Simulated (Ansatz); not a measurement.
Write a Python script for Ansatz 0.2.0, Python API that makes a frozen displacement of one atom of ScIr3C, space group Pm-3m. Level of theory (first run): PBEsol, PAW, the default cutoff (420 eV here), 5×5×5 k-points, Fermi-Dirac smearing of 0.1 eV.

```xyz
5
Lattice="4.6851 0.0000 0.0000 0.0000 4.6851 0.0000 0.0000 0.0000 4.6851" Properties=species:S:1:pos:R:3 pbc="T T T"
Sc    0.0000    0.0000    0.0000
Ir    2.3426    0.0000    0.0000
Ir    0.0000    2.3426    0.0000
Ir    0.0000    0.0000    2.3426
C     2.3426    2.3426    2.3426
```

The script, `scir3c.py`:
```python
"""Energy and force of ScIr3C as one atom is pushed off its site."""

import ansatz as az
from ase import Atoms
import numpy as np

atoms = Atoms(
    ["Sc", "Ir", "Ir", "Ir", "C"],
    scaled_positions=[
        (0.0, 0.0, 0.0),
        (0.5, 0.0, 0.0),
        (0.0, 0.5, 0.0),
        (0.0, 0.0, 0.5),
        (0.5, 0.5, 0.5),
    ],
    cell=[
        (4.685136, 0.0, 0.0),
        (0.0, 4.685136, 0.0),
        (0.0, 0.0, 4.685136),
    ],
    pbc=True,
)
xtal = az.Crystal.from_ase(atoms)

inverse = np.linalg.inv(np.array(xtal.lattice.vectors))
home = np.array(xtal.sites[0].position)
values = np.linspace(-0.1, 0.1, 5)
energies, pulls = [], []
for shift in values:
    moved = xtal.move(0, to=home + shift * inverse[0])
    job = (
        moved.calculation()
        .functional("pbesol")
        .kpoints(5)
        .occupations("Fermi-Dirac", width=0.1)
        .forces()
    )
    summary = job.run(threads=1, backend="cpu").report
    energies.append(summary["free_energy_ev"])
    pulls.append(summary["forces_ev_ang"][0][0])

# the force is minus the slope of the free energy
print("shift (A)   dE (eV)   force along x (eV/A)")
for shift, e, f in zip(values, energies, pulls):
    print(f"{shift:8.3f} {e - energies[2]:10.5f} {f:12.4f}")
print(f"stiffness from energies {2 * np.polyfit(values, energies, 2)[0]:.3f}, from forces {-np.polyfit(values, pulls, 1)[0]:.3f} eV/A^2")
```

`python scir3c.py` gives:
```text
DeckWarning: basis.ecutwfc = 420 eV, auto-derived from the records' recommended cutoffs: set by Sc (normal level)
shift (A)   dE (eV)   force along x (eV/A)
  -0.100    0.08096       1.6314
  -0.050    0.02012       0.8064
   0.000    0.00000      -0.0000
   0.050    0.02012      -0.8064
   0.100    0.08096      -1.6314
stiffness from energies 16.205, from forces 16.277 eV/A^2
```
(Warnings from the package without file and line.)

The curvature of the energy gives 16.205 eV/Å² and the slope of the force 16.277 eV/Å², a positive curvature.

What to keep in mind:
- The mesh is modest for a metal, so energies can be off by several to tens of meV an atom and pressures by half a GPa or more; differences at equal mesh fare better.
- In a metal a curvature from energy changes of a few meV or less hangs on mesh and smearing, in size and even in sign.
- Spin-orbit coupling, which matters for elements this heavy, is left out.
- This cell is a computed structure, which may not be the phase found in nature.
- All periodic images of the atom move with it, so the curvature is one diagonal element of the zone-centre force constants and no normal mode; a positive value doesn't exclude soft modes in which several atoms move.
- It ran for 19 s on 1 thread of Intel(R) Xeon(R) Processor @ 2.30GHz (shared host), peak memory 0.58 GiB.
